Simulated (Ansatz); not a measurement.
Consider an atomisation energy of C₂H₆GeS, SMILES C=C[S][GeH3] (the Python package of Ansatz (0.2.0)).

`run_tae.py`
```python
from collections import Counter

import ansatz as az
from ase import Atoms

BASIS_SET = 'cc-pVDZ'
METHOD = 'mp2'


def single_point(molecule, charge=0, unpaired=0):
    calc = molecule.calculation().basis(gaussian=BASIS_SET).correlation(METHOD)
    if charge:
        calc = calc.charge(charge)
    if unpaired:
        calc = calc.spin('collinear', total=unpaired)
    return calc.run(threads=1, pin='off').report['free_energy_ev']


def main() -> None:
    atoms = Atoms(['C', 'C', 'S', 'Ge', 'H', 'H', 'H', 'H', 'H', 'H'], positions=[
        (-0.9973, 1.4192, 0.5354),
        (0.0872, 1.2323, -0.1344),
        (0.0819, 0.1749, -1.5919),
        (0.6825, -1.6154, -0.374),
        (-1.9729, 0.9986, 0.1824),
        (-1.0501, 2.1283, 1.3924),
        (1.0393, 1.7049, 0.2018),
        (0.7739, -2.8394, -1.3111),
        (-0.5136, -1.8588, 0.7075),
        (1.9524, -1.3958, 0.3948),
    ])
    mol = az.Crystal.molecule_from_ase(atoms)

    unpaired = {'C': 2, 'S': 2, 'Ge': 2, 'H': 1}
    counts = Counter(site.symbol for site in mol.cartesian_sites)
    atom_energy = {s: single_point(az.Crystal.molecule().atom(s, (0, 0, 0)), 0, unpaired[s]) for s in counts}
    whole = single_point(mol, 0, 0)
    for s, e in atom_energy.items():
        print(f'{s:2s} x{counts[s]}  {e:14.5f} eV')
    print(f'C2H6GeS: {whole:.5f} eV')
    split = sum(counts[s] * e for s, e in atom_energy.items()) - whole
    print(f'atomisation energy (no zero-point term): {96.485332 * split:.1f} kJ/mol, {split / sum(counts.values()):.3f} eV an atom')


if __name__ == '__main__':
    main()
```

What does it cost to take this molecule apart into atoms?

3138.9 kJ/mol from the electronic energies, without the zero-point term.

The output:

Running `python run_tae.py` prints:
```text
C  x2     -1026.91171 eV
S  x1    -10818.71935 eV
Ge x1    -56473.06295 eV
H  x6       -13.58606 eV
C2H6GeS: -69459.65419 eV
atomisation energy (no zero-point term): 3138.9 kJ/mol, 3.253 eV an atom
```

Caveats:
- Total energies depend on the basis set; only differences at equal settings carry meaning.
- The geometry is a force-field or estimated start, not a minimum of this method, and the basis set is short of its limit. All parts are taken at fixed geometry, without zero-point energy.
- In double-zeta sets correlated atomisation energies come out some 10 to 15 % low.
- For Al to Cl the sets with a tight d function, cc-pV(X+d)Z, are usual.
- Run time: 3.7 s on 1 thread of Arm Neoverse V1, on a shared host, peak memory 0.28 GiB.

(Lines on the test bed's own set-up are left out of the output.)
